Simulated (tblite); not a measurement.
# C2H10B2O2P2: the cost of one run

Computed with tblite 0.8.0 and PySCF 2.14.0, with density-fitted response routines of our own, on a single molecule in the gas phase. Atoms count from 0, in the outputs and in this text.

### 1 The starting structure

18 atoms, charge 0, multiplicity 1; geometry from: force field or distance geometry start.

Bonds of the start (Å): C0–O1 1.37, O1–B2 1.48, B2–O3 1.46, O3–C4 1.38, B2–B5 1.66, B5–P6 1.95, B5–P7 1.94, C0–H8 1.10, C0–H9 1.11, C0–H10 1.11, C4–H11 1.11, C4–H12 1.10, C4–H13 1.11, P6–H14 1.47, P6–H15 1.46, P7–H16 1.46, P7–H17 1.45.

### 2 Optimising the geometry with GFN2-xTB

What the job is given:

```
{"job": {"kind": "relax", "xc": "GFN2-xTB", "basis": "xTB"}, "charge": 0, "multiplicity": 1}
C     -1.071200     2.318200    -0.428500
O     -0.549300     1.529400     0.556800
B     -0.418900     0.135000     0.088400
O     -1.325600    -0.786200     0.775000
C     -1.842000    -1.776500    -0.030300
B      1.136300    -0.355300    -0.195800
P      2.385000     0.798800    -1.142800
P      1.920100    -1.469300     1.190800
H     -0.257300     2.710600    -1.053200
H     -1.730700     1.711500    -1.089800
H     -1.651400     3.121100     0.066200
H     -1.055600    -2.395200    -0.519200
H     -2.498700    -1.396100    -0.831800
H     -2.473600    -2.483800     0.548300
H      2.911800     1.721200    -0.128400
H      3.529300    -0.018800    -1.525900
H      1.098200    -2.673300     1.301300
H      1.884800    -0.684900     2.407400
```

Started as:

```
$ OMP_NUM_THREADS=1 python probes_run.py task.json out
```

One launch serves the whole session: the jobs run in the order shown.

Q: Estimate the wall time and peak memory of this first job on 1 thread of Intel Xeon at 2.50GHz, shared host.

About 3.9 s, with a peak of 0.18 GiB.
